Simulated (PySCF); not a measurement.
# C6H8O3: the cost of one run

Computed with PySCF 2.14.0 and routines of our own; the level stands in each step. Atoms count from 0.

## (1) The system as given

17 atoms, charge 0, multiplicity 1; geometry from: GFN2-xTB.

## (2) Magnetic properties: GIAO KT3/pcSseg-1

The job: settings as JSON, then the geometry in Å.

```
{"job": {"kind": "mag", "xc": "KT3", "basis": "pcSseg-1", "isotopologues": 0}, "charge": 0, "multiplicity": 1}
C     -0.514508     2.149549    -0.146001
C     -0.595640     0.667813    -0.090991
C      0.382432    -0.225535     0.050464
O      1.713401     0.112813     0.177980
C      2.667534    -0.795938     0.316508
O      2.559307    -1.984877     0.355193
C     -0.166822    -1.624492     0.049227
O     -1.565883    -1.454367    -0.109270
C     -1.893331    -0.076508    -0.197874
H      0.517804     2.472482    -0.049266
H     -0.916963     2.513089    -1.090747
H     -1.104417     2.588538     0.657603
H      3.627027    -0.255527     0.395880
H      0.229453    -2.228002    -0.777602
H      0.039116    -2.154821     0.988008
H     -2.400605     0.118827    -1.153227
H     -2.584902     0.188985     0.614207
```

With the program's defaults for keys left out, this is: GIAO KT3/pcSseg-1 magnetisability, rotational g tensor and spin-rotation constants, non-relativistic, gas phase.

The run is started by

```bash
$ OMP_NUM_THREADS=1 python excited_run.py task.json out
```

This one command runs all jobs of the session in turn.

**Question.** How long does this first job take on 1 thread of Arm Neoverse N1, shared host, and how much memory does it need?

About 87 s, with a peak of 0.71 GiB.
